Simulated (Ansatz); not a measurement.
A nudged elastic band was laid between two geometries of a periodic cell of 17 atoms, TiSi16 (host Si, host structure diamond, interstitial Ti).

Computed with Ansatz 0.2.0, DFT PBEsol, scalar-relativistic, plane waves, PAW. Settings: PAW set soft_1, cutoff 420 eV, k mesh 2x2x2, fermi-dirac smearing 0.02 eV, no spin polarisation.

```json
{"movable images": "5", "climbing image": "yes", "spring": "5.0 eV/Å²", "optimiser": "quadratic models (default)", "start path": "IDPP", "force threshold": "0.05 eV/Å", "iteration limit": "38", "end points": "relaxed"}
```

First end point:

```xyz
17
Lattice="0.0000 5.4300 5.4300 5.4300 0.0000 5.4300 5.4300 5.4300 0.0000" Properties=species:S:1:pos:R:3
Si -0.001 -0.035 0.001
Si 1.400 1.311 1.402
Si 2.746 2.711 0.001
Si 4.055 4.085 1.375
Si 2.713 -0.003 2.717
Si 4.028 1.311 4.030
Si 5.429 2.711 2.684
Si 6.829 4.111 4.030
Si -0.002 2.711 2.748
Si 1.372 4.085 4.057
Si 2.714 5.425 2.716
Si 4.055 6.767 4.057
Si 2.682 2.711 5.432
Si 4.027 4.113 6.833
Si 5.428 5.458 5.432
Si 6.803 6.767 6.805
Ti 5.428 2.712 5.432
```

Last end point:

```xyz
17
Lattice="0.0000 5.4300 5.4300 5.4300 0.0000 5.4300 5.4300 5.4300 0.0000" Properties=species:S:1:pos:R:3
Si 0.017 0.012 0.013
Si 1.359 1.353 1.354
Si 2.699 2.694 0.012
Si 4.071 4.069 1.321
Si 2.699 0.011 2.695
Si 4.072 1.321 4.070
Si 5.472 2.669 2.670
Si 6.820 4.068 4.069
Si 0.017 2.693 2.695
Si 1.325 4.068 4.069
Si 2.671 5.470 2.667
Si 4.072 6.815 4.067
Si 2.671 2.666 5.471
Si 4.072 4.066 6.816
Si 5.472 5.467 5.469
Si 6.783 6.783 6.784
Ti 4.071 4.068 4.069
```

Problem. Which bonds break or form, and what moves?

Solution. Contacts lost: Si1–Ti17, Si2–Ti17, Si3–Ti17, Si9–Ti17. Contacts made: Si4–Ti17, Si10–Ti17, Si11–Ti17, Si12–Ti17. The atom that moves furthest is Ti17, by 2.35 Å; four of its nearest neighbours are Si8 2.43, Si6 2.43, Si2 2.43, Si14 2.43 Å at the first end and Si7 2.43, Si15 2.43, Si13 2.43, Si11 2.43 Å at the last.

Problem. What energy profile does the band end with?

Solution. The run converged. The highest image is number 3 of 0 to 6, 1.73 eV above the ends, which have the same energy within 2 meV. By the program's own check the climbing image is of a kind that is not told: the force calls were inconclusive, a negative curvature could not be distinguished from the path's own, the only one lies far off the path, or fixed occupations may fill a level only in part (lowest curvatures found: -5.13 and -0.05 eV/Å²). Limits of this set-up: coarse k mesh, PAW files made for another functional, a small cell, in which the defect meets its images.

| image | path coordinate (Å) | energy (eV) | Si1–Ti17 (Å) | Si2–Ti17 (Å) | Si3–Ti17 (Å) |
| --- | --- | --- | --- | --- | --- |
| 0 | 0.00 | 0.00 | 2.75 | 2.43 | 2.75 |
| 1 | 0.55 | 0.12 | 2.83 | 2.40 | 2.83 |
| 2 | 1.10 | 1.01 | 3.11 | 2.65 | 3.11 |
| 3 | 1.65 | 1.73 | 3.51 | 3.17 | 3.51 |
| 4 | 2.21 | 1.00 | 3.95 | 3.76 | 3.94 |
| 5 | 2.76 | 0.12 | 4.34 | 4.31 | 4.33 |
| 6 | 3.31 | 0.00 | 4.50 | 4.70 | 4.50 |

Problem. What is the geometry of the highest image?

Solution. 
```xyz
17
Lattice="0.0000 5.4300 5.4300 5.4300 0.0000 5.4300 5.4300 5.4300 0.0000" Properties=species:S:1:pos:R:3:forces:R:3
Si -0.074 -0.014 -0.072 0.00 -0.01 0.00
Si 1.152 1.559 1.154 -0.01 0.01 -0.01
Si 2.720 2.788 -0.075 0.01 0.00 -0.01
Si 4.151 3.987 1.354 0.00 0.00 -0.01
Si 2.515 0.199 2.518 0.00 0.00 0.00
Si 3.960 1.225 3.959 0.00 0.00 0.01
Si 5.550 2.589 2.594 0.00 0.00 0.00
Si 6.911 4.186 3.955 0.00 0.00 0.00
Si -0.081 2.792 2.718 0.00 0.00 0.01
Si 1.349 3.991 4.147 -0.01 -0.01 0.01
Si 2.918 5.220 2.917 0.01 -0.01 0.01
Si 4.143 6.793 4.143 0.00 0.00 0.01
Si 2.590 2.592 5.543 0.00 0.01 0.00
Si 3.951 4.190 6.906 0.00 -0.01 -0.01
Si 5.543 5.554 5.539 -0.01 0.01 0.00
Si 6.986 6.580 6.982 0.00 -0.01 0.00
Ti 4.750 3.390 4.750 0.00 0.00 0.00
```

Time of the run: 8.3 min on 1 thread of Arm Neoverse V1, with other jobs on the host, peak memory 0.89 GiB.
